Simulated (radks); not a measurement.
# Ru³⁵⁺ in [He] 2s2 2p5: an all-electron calculation

Wanted: eigenvalues, radial structure and energy terms of the ruthenium ion Ru35+.

Program: radks (a radial shooting solver on a logarithmic mesh, Libxc functionals) version 1. Level of theory: Dirac Kohn-Sham, BLYP, spin-unpolarised, spherical densities, finite nucleus; open shells are shared between the two j in proportion to 2j + 1. These are calculated values, not measurements, unless marked.

## (1) What is computed

| Item | Value |
| --- | --- |
| element | ruthenium (Z = 44) |
| charge | +35 |
| electrons | 9 |
| configuration | [He] 2s2 2p5 |
| nuclear rms radius | 4.4809 fm |

The outer shells:

Ru³⁵⁺
```
[He] core
2s [↑↓]
2p [↑↓][↑↓][↑ ]
```

## (2) The run

Input:

```text
Z 44
configuration [He] 2s2 2p5 3s0 3p0
relativity Dirac
functional b88,lyp
spin unpolarised
j_filling average
nucleus finite rms 4.4809 fm
c 137.035999084
```

Launch:

```console
$ python run_ks.py task.json out
```

All runs below come from this command, one after another.

**Question.** What will this run give?

As calculated:

| quantity | value |
| --- | --- |
| total energy | -3406.36257 hartree |
| exchange-correlation share of it | 1.99 % |
| −T/E | 1.0487 |
| highest occupied level | 2p3/2, -4854.1 eV |
| most extended occupied level | 2s1/2, <r> = 0.141 bohr |
| radius at density 0.001 e/bohr³ | 0.517 bohr |
| maxima of the radial density | 2 |
| ionisation energy, NIST | 4939 (semi-emp.) eV |

What this shows: The radial density shows 2 maxima for 2 occupied principal shells. Relativity lifts −T/E to 1.049. Minus the highest eigenvalue, 4854.1 eV, is 98 % of the tabulated ionisation energy (4939 eV). Spin polarisation and multiplet splitting are left out. Sharing an open shell by 2j + 1 raises it above the true ground level by a part of the spin-orbit splitting, which enters the differences from NIST.
